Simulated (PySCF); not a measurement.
# H8O4Si4 (cyclo-(H2SiO)4): the cost of one run

The runs use PySCF 2.14.0, with density-fitted response routines of our own; the level of theory stands in each step. All values are computed, except where a source is named. Atoms count from 0, in the outputs and in this text.

### 1 Starting geometry

16 atoms, charge 0, multiplicity 1; geometry from: GFN2-xTB. The atoms were then displaced at random by about 0.03 Å, so the start is not that level's minimum.

Bonds of the start (Å): Si0–H1 1.39, Si0–H2 1.43, Si0–O3 1.61, Si0–O15 1.65, O3–Si4 1.69, Si4–H5 1.43, Si4–H6 1.47, Si4–O7 1.63, O7–Si8 1.53, Si8–H9 1.46, Si8–H10 1.48, Si8–O11 1.61, O11–Si12 1.54, Si12–H13 1.44, Si12–H14 1.53, Si12–O15 1.63.

### 2 Relaxing the molecule at PBE0-D3(BJ)/def2-SVP

What the job is given:

```
{"job": {"xc": "PBE0", "basis": "def2-SVP", "d3": "d3bj", "grid": 1, "maxiter": 40, "shake": 0.03, "kind": "geom"}, "charge": 0, "multiplicity": 1}
Si     0.480170    -1.086190     1.845320
H      0.731920    -2.358180     1.343550
H      0.402810    -0.776270     3.240360
O     -1.002200    -0.674390     1.378340
Si    -2.122130    -0.057260     0.271350
H     -3.253410    -0.938000     0.227390
H     -2.342840     1.336770     0.695150
O     -1.434880    -0.004190    -1.201240
Si    -0.171470     0.015790    -2.069340
H     -0.501600     0.879550    -3.201870
H      0.157430    -1.389680    -2.411090
O      1.119170     0.681780    -1.368040
Si     1.776000     1.079000    -0.036740
H      1.387710     2.392560     0.413820
H      3.260180     0.794910    -0.271490
O      1.478780     0.069850     1.210970
```

Started as:

```
$ OMP_NUM_THREADS=1 python probes_run.py task.json out
```

This one command runs all jobs of the session in turn.

Q: Estimate the wall time and peak memory of this first job on 1 thread of Intel Xeon at 2.50GHz, shared host.

About 9.2 min, with a peak of 0.71 GiB.
